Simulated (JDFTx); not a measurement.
# ICs in JDFTx: further runs

One molecule, ICs, is run at these levels: PBE; tasks: solvation.

Program: JDFTx 1.7.0 (patched build). These are calculated values, not measurements. Logs are shortened: lines on timing, memory, paths and dates and some standing lists are left out, and cuts for length are marked. The log counts tension as positive stress, the text compression.

### 1 The molecule as given

The cell holds a molecule in a box, 2 atoms: a = 9.000 Å, b = 9.000 Å, c = 13.000 Å, α = 90.00°, β = 90.00°, γ = 90.00°.

### 2 Solvation, PBE

Input file fluid.in:

```
lattice \
   17.0075351216     0.0000000000     0.0000000000 \
    0.0000000000    17.0075351216     0.0000000000 \
    0.0000000000     0.0000000000    24.5664396201
coords-type Cartesian
ion I      8.5283339248     8.5434517527     9.2150680330 1
ion Cs     8.5283339248     8.5434517527    15.4798729825 1

ion-species pseudo/I.upf
ion-species pseudo/Cs.upf
elec-cutoff 35
elec-ex-corr gga-PBE
kpoint-folding 1 1 1
elec-n-bands 8
electronic-minimize nIterations 100 energyDiffThreshold 1e-06
fluid LinearPCM
pcm-variant LA12
fluid-solvent H2O
fluid-minimize nIterations 200 knormThreshold 1e-10
initial-state vacuum.$VAR
core-overlap-check none
forces-output-coords Cartesian

dump-name fluid.$VAR
dump End Ecomponents EigStats BandEigs Kpoints Forces
```

Potentials or basis: PseudoDojo-SR-PBE-0.5-standard with smoothed tails.

Run with:

```bash
$ jdftx -c 1 -i fluid.in -o fluid.out
```

The log of the run:

```text
*************** JDFTx 1.7.0 (patched build) ***************

Input parsed successfully to the following command list (including defaults):
[... the input with its defaults ...]

---------- Setting up symmetries ----------

Found 16 point-group symmetries of the bravais lattice
Found 8 space-group symmetries with basis
Applied RMS atom displacement 0 bohrs to make symmetries exact.

---------- Initializing the Grid ----------
R =
[      17.0075            0            0  ]
[            0      17.0075            0  ]
[            0            0      24.5664  ]
unit cell volume = 7106
G =
[   0.369435          0          0  ]
[          0   0.369435          0  ]
[          0          0   0.255763  ]
Minimum fftbox size, Smin = [  92  92  132  ]
Chosen fftbox size, S = [  96  96  140  ]

---------- Exchange Correlation functional ----------
Initalized PBE GGA exchange.
Initalized PBE GGA correlation.

---------- Setting up pseudopotentials ----------
Width of ionic core gaussian charges (only for fluid interactions / plotting) set to 0.300394

Reading pseudopotential file 'pseudo/I.upf':
  'I' pseudopotential, 'PBE' functional
  Generated using ONCVPSP code by D. R. Hamann
  7 valence electrons, 2 orbitals, 8 projectors, 1001 radial grid points, with lMax = 3
    5S    l: 0   occupation:  2.0   eigenvalue: -0.639713
    5P    l: 1   occupation:  5.0   eigenvalue: -0.260404
  Core radius for overlap checks: 2.22 bohrs.

Reading pseudopotential file 'pseudo/Cs.upf':
  'Cs' pseudopotential, 'PBE' functional
  Generated using ONCVPSP code by D. R. Hamann
  9 valence electrons, 3 orbitals, 8 projectors, 1001 radial grid points, with lMax = 3
    5S    l: 0   occupation:  2.0   eigenvalue: -0.982388
    5P    l: 1   occupation:  6.0   eigenvalue: -0.496786
    6S    l: 0   occupation:  1.0   eigenvalue: -0.076670
  WARNING: large normalization error in atomic orbital 2s (integral: 0.961980).
  Core radius for overlap checks: 2.04 bohrs.

Initialized 2 species with 2 total atoms.

Folded 1 k-points by 1x1x1 to 1 k-points.

---------- Setting up k-points, bands, fillings ----------
No reducable k-points.
Computing the number of bands and number of electrons
Calculating initial fillings.
nElectrons:  16.000000   nBands: 8   nStates: 1

----- Setting up reduced wavefunction bases (one per k-point) -----
average nbasis = 70321.000 , ideal nbasis = 70278.266

---------- Setting up ewald sum ----------
Optimum gaussian width for ewald sums = 6.833031 bohr.
Real space sum over 1089 unit cells with max indices [  5  5  4  ]
Reciprocal space sum over 1815 terms with max indices [  5  5  7  ]

---------- Allocating electronic variables ----------
Reading eigenvalues from 'vacuum.eigenvals'.
Initializing wave functions:  reading from 'vacuum.wfns'
----- createFluidSolver() ----- (Fluid-side solver setup)
   Initializing fluid molecule 'H2O'
     Initializing site 'O'
       Electron density: proportional to exp(-r/0.36935)*erfc((r-0.51523)/0.36823) with norm 6.826
       Charge density: gaussian nuclear width 0.478731 with net site charge 0.826
       Polarizability: cuspless exponential with width 0.32 and norm 3.73
       Hard sphere radius: 2.57003 bohrs
       Positions in reference frame:
         [ +0.000000 +0.000000 +0.000000 ]
     Initializing site 'H'
       Electron density: proportional to exp(-r/0.34641)*erfc((r-0)/0.390882) with norm 0.587
       Charge density: gaussian nuclear width 0.377945 with net site charge -0.413
       Polarizability: cuspless exponential with width 0.39 and norm 3.3
       Positions in reference frame:
         [ +0.000000 -1.441945 +1.122523 ]
         [ +0.000000 +1.441945 +1.122523 ]
     Net charge: 0   dipole magnitude: 0.927204
     Initializing spherical shell mfKernel with radius 2.61727 Bohr
     deltaS corrections:
       site 'O': -7.54299
       site 'H': -6.83917

Correction to mu due to finite nuclear width = -0.00127661
   Cavity determined by nc: 0.0007 and sigma: 0.6
   No cavitation or dispersion model.

-------- Electronic minimization -----------
	Linear fluid (dielectric constant: 78.4) occupying 0.883411 of unit cell:	Completed after 20 iterations at
ElecMinimize: Iter:   0  Etot: -32.178345496658203  |grad|_K:  1.071e-04  alpha:  1.000e+00
	Linear fluid (dielectric constant: 78.4) occupying 0.884210 of unit cell:	Completed after 11 iterations at
	Linear fluid (dielectric constant: 78.4) occupying 0.885050 of unit cell:	Completed after 11 iterations at
ElecMinimize: Iter:   1  Etot: -32.191099838657564  |grad|_K:  6.659e-05  alpha:  1.977e+00  linmin: -1.090e-03
	Linear fluid (dielectric constant: 78.4) occupying 0.884751 of unit cell:	Completed after 9 iterations at
	Linear fluid (dielectric constant: 78.4) occupying 0.884891 of unit cell:	Completed after 7 iterations at
ElecMinimize: Iter:   2  Etot: -32.194289862917060  |grad|_K:  4.532e-05  alpha:  1.276e+00  linmin:  4.814e-04
	Linear fluid (dielectric constant: 78.4) occupying 0.884410 of unit cell:	Completed after 7 iterations at
	Linear fluid (dielectric constant: 78.4) occupying 0.884601 of unit cell:	Completed after 3 iterations at
ElecMinimize: Iter:   3  Etot: -32.195214780506618  |grad|_K:  2.514e-05  alpha:  8.004e-01  linmin:  1.985e-03
	Linear fluid (dielectric constant: 78.4) occupying 0.884400 of unit cell:	Completed after 4 iterations at
	Linear fluid (dielectric constant: 78.4) occupying 0.884310 of unit cell:	Completed after 1 iterations at
ElecMinimize: Iter:   4  Etot: -32.195622852781540  |grad|_K:  1.405e-05  alpha:  1.144e+00  linmin: -1.458e-02
	Linear fluid (dielectric constant: 78.4) occupying 0.884196 of unit cell:	Completed after 2 iterations at
	Linear fluid (dielectric constant: 78.4) occupying 0.884188 of unit cell:	Completed after 0 iterations at
ElecMinimize: Iter:   5  Etot: -32.195760228232274  |grad|_K:  9.312e-06  alpha:  1.219e+00  linmin: -1.030e-02
	Linear fluid (dielectric constant: 78.4) occupying 0.884141 of unit cell:	Completed after 2 iterations at
	Linear fluid (dielectric constant: 78.4) occupying 0.884149 of unit cell:	Completed after 0 iterations at
ElecMinimize: Iter:   6  Etot: -32.195810073216677  |grad|_K:  7.453e-06  alpha:  1.012e+00  linmin: -6.396e-04
	Linear fluid (dielectric constant: 78.4) occupying 0.884131 of unit cell:	Completed after 0 iterations at
	Linear fluid (dielectric constant: 78.4) occupying 0.884131 of unit cell:	Completed after 0 iterations at
ElecMinimize: Iter:   7  Etot: -32.195840545898889  |grad|_K:  4.285e-06  alpha:  9.743e-01  linmin: -1.933e-05
	Linear fluid (dielectric constant: 78.4) occupying 0.884120 of unit cell:	Completed after 1 iterations at
	Linear fluid (dielectric constant: 78.4) occupying 0.884118 of unit cell:	Completed after 0 iterations at
ElecMinimize: Iter:   8  Etot: -32.195851918227106  |grad|_K:  2.517e-06  alpha:  1.079e+00  linmin: -9.777e-02
	Linear fluid (dielectric constant: 78.4) occupying 0.884105 of unit cell:	Completed after 0 iterations at
	Linear fluid (dielectric constant: 78.4) occupying 0.884105 of unit cell:	Completed after 0 iterations at
ElecMinimize: Iter:   9  Etot: -32.195856126328856  |grad|_K:  1.859e-06  alpha:  1.062e+00  linmin: -1.194e-05
	Linear fluid (dielectric constant: 78.4) occupying 0.884096 of unit cell:	Completed after 0 iterations at
	Linear fluid (dielectric constant: 78.4) occupying 0.884098 of unit cell:	Completed after 0 iterations at
ElecMinimize: Iter:  10  Etot: -32.195857817185477  |grad|_K:  1.155e-06  alpha:  8.695e-01  linmin: -6.526e-06
	Linear fluid (dielectric constant: 78.4) occupying 0.884097 of unit cell:	Completed after 0 iterations at
	Linear fluid (dielectric constant: 78.4) occupying 0.884097 of unit cell:	Completed after 0 iterations at
ElecMinimize: Iter:  11  Etot: -32.195858580797541  |grad|_K:  6.762e-07  alpha:  1.018e+00  linmin: -9.268e-06
	Linear fluid (dielectric constant: 78.4) occupying 0.884097 of unit cell:	Completed after 0 iterations at
	Linear fluid (dielectric constant: 78.4) occupying 0.884097 of unit cell:	Completed after 0 iterations at
ElecMinimize: Iter:  12  Etot: -32.195858881670844  |grad|_K:  4.431e-07  alpha:  1.170e+00  linmin: -7.055e-06
ElecMinimize: Converged (|Delta Etot|<1.000000e-06 for 2 iters).
Setting wave functions to eigenvectors of Hamiltonian

# Ionic positions in cartesian coordinates:
ion I   8.528333924800000   8.543451752699999   9.215068033000000 1
ion Cs   8.528333924800000   8.543451752699999  15.479872982500000 1

# Forces in Cartesian coordinates:
force I   0.000000000000000   0.000000000000000  -0.021918333426367 1
force Cs   0.000000000000000   0.000000000000000   0.021439883828372 1

# Energy components:
   A_diel =       -0.0935638618141752
   Eewald =       -7.8570148280642229
       EH =       18.8823038075189338
     Eloc =      -50.0463283065022040
      Enl =        5.2119709805193590
      Exc =      -10.8871857921365276
 Exc_core =        4.2485697162667853
       KE =        8.3453894025412030
-------------------------------------
     Etot =      -32.1958588816708442

IonicMinimize: Iter:   0  Etot: -32.195858881670844  |grad|_K:  1.252e-02
IonicMinimize: None of the convergence criteria satisfied after 0 iterations.

#--- Lowdin population analysis ---
# oxidation-state I -0.886
# oxidation-state Cs +0.943

Dumping 'fluid.eigStats' ...
	eMin: -0.863545 at state 0 ( [ +0.000000 +0.000000 +0.000000 ] spin 0 )
	HOMO: -0.169178 at state 0 ( [ +0.000000 +0.000000 +0.000000 ] spin 0 )
	mu  : unavailable
	LUMO: unavailable
	eMax: -0.169178 at state 0 ( [ +0.000000 +0.000000 +0.000000 ] spin 0 )
	HOMO-LUMO gap: unavailable
	Optical gap  : unavailable
Done!
[note: without ions in the liquid mu and the levels have no absolute zero]
```

Wall time 53 s (1 thread of Arm Neoverse V2, shared host); peak memory 0.42 GiB.

What came out:

| Property | Result |
| --- | --- |
| Free energy | -876.0940 eV |
| Largest force | 1.127 eV/Å |
| Loewdin charges | I -0.89; Cs +0.94 e |
| Solvation energy | -1.967 eV |

Forces on the atoms (eV/Å):
```
I    0.000  0.000 -1.127
Cs   0.000  0.000  1.102
```

Caveat: forces may be off by hundredths of an eV/Å; forces in the liquid are good to some per cent; the liquid is a continuum model, checked here against plausible ranges alone. The run has no spin-orbit coupling, so splittings on Cs, I are missing.

### 3 Solvation, PBE

Changes to fluid.in since step 2:

```diff
@@ -16,3 +16,3 @@
 fluid LinearPCM
-pcm-variant LA12
+pcm-variant SCCS_g09
 fluid-solvent H2O
@@ -24,2 +24,2 @@
 dump-name fluid.$VAR
-dump End Ecomponents EigStats BandEigs Kpoints Forces
+dump End Ecomponents EigStats BandEigs Kpoints Forces ElecDensity Dtot KEdensity
```

Potentials or basis: PseudoDojo-SR-PBE-0.5-standard with smoothed tails.

Run with:

```bash
$ jdftx -c 1 -i fluid.in -o fluid.out
```

The log of the run:

```text
*************** JDFTx 1.7.0 (patched build) ***************

Input parsed successfully to the following command list (including defaults):
[... the input with its defaults ...]

---------- Setting up symmetries ----------

Found 16 point-group symmetries of the bravais lattice
Found 8 space-group symmetries with basis
Applied RMS atom displacement 0 bohrs to make symmetries exact.

---------- Initializing the Grid ----------
R =
[      17.0075            0            0  ]
[            0      17.0075            0  ]
[            0            0      24.5664  ]
unit cell volume = 7106
G =
[   0.369435          0          0  ]
[          0   0.369435          0  ]
[          0          0   0.255763  ]
Minimum fftbox size, Smin = [  92  92  132  ]
Chosen fftbox size, S = [  96  96  140  ]

---------- Exchange Correlation functional ----------
Initalized PBE GGA exchange.
Initalized PBE GGA correlation.
[... 101 lines left out ...]
ElecMinimize: Iter:  10  Etot: -32.168918498071896  |grad|_K:  8.064e-07  alpha:  7.238e-01  linmin: -4.775e-02
	Linear fluid (dielectric constant: 78.4) occupying 0.841638 of unit cell:	Completed after 0 iterations at
	Linear fluid (dielectric constant: 78.4) occupying 0.841635 of unit cell:	Completed after 0 iterations at
ElecMinimize: Iter:  11  Etot: -32.168918938904625  |grad|_K:  5.337e-07  alpha:  1.126e+00  linmin:  2.782e-06
ElecMinimize: Converged (|Delta Etot|<1.000000e-06 for 2 iters).
Setting wave functions to eigenvectors of Hamiltonian

# Ionic positions in cartesian coordinates:
ion I   8.528333924800000   8.543451752699999   9.215068033000000 1
ion Cs   8.528333924800000   8.543451752699999  15.479872982500000 1

# Forces in Cartesian coordinates:
force I   0.000000000000000   0.000000000000000  -0.016889907736334 1
force Cs   0.000000000000000   0.000000000000000   0.015002830576201 1

# Energy components:
   A_diel =       -0.0576874504538300
   Eewald =       -7.8570148280642229
       EH =       18.9275636080301162
     Eloc =      -50.0979863467826405
      Enl =        5.2077879559801348
      Exc =      -10.8874689636111466
 Exc_core =        4.2485697162667853
       KE =        8.3473173697301792
-------------------------------------
     Etot =      -32.1689189389046248

IonicMinimize: Iter:   0  Etot: -32.168918938904625  |grad|_K:  9.207e-03
IonicMinimize: None of the convergence criteria satisfied after 0 iterations.

#--- Lowdin population analysis ---
# oxidation-state I -0.872
# oxidation-state Cs +0.938

Dumping 'fluid.eigStats' ...
	eMin: -0.897913 at state 0 ( [ +0.000000 +0.000000 +0.000000 ] spin 0 )
	HOMO: -0.159775 at state 0 ( [ +0.000000 +0.000000 +0.000000 ] spin 0 )
	mu  : unavailable
	LUMO: unavailable
	eMax: -0.159775 at state 0 ( [ +0.000000 +0.000000 +0.000000 ] spin 0 )
	HOMO-LUMO gap: unavailable
	Optical gap  : unavailable
Done!
[note: without ions in the liquid mu and the levels have no absolute zero]
```

Run time: 58 s. Hardware: 1 thread of Arm Neoverse V2, shared host; peak memory 0.49 GiB.

What came out:

```
Free energy      : -875.3609 eV
Loewdin charges  : I -0.87; Cs +0.94 e
Solvation energy : -1.234 eV
```

Caveat: the forces don't sum to zero, a sign of grid noise; the liquid is a continuum model, checked here against plausible ranges alone. The run has no spin-orbit coupling, so splittings on Cs, I are missing.
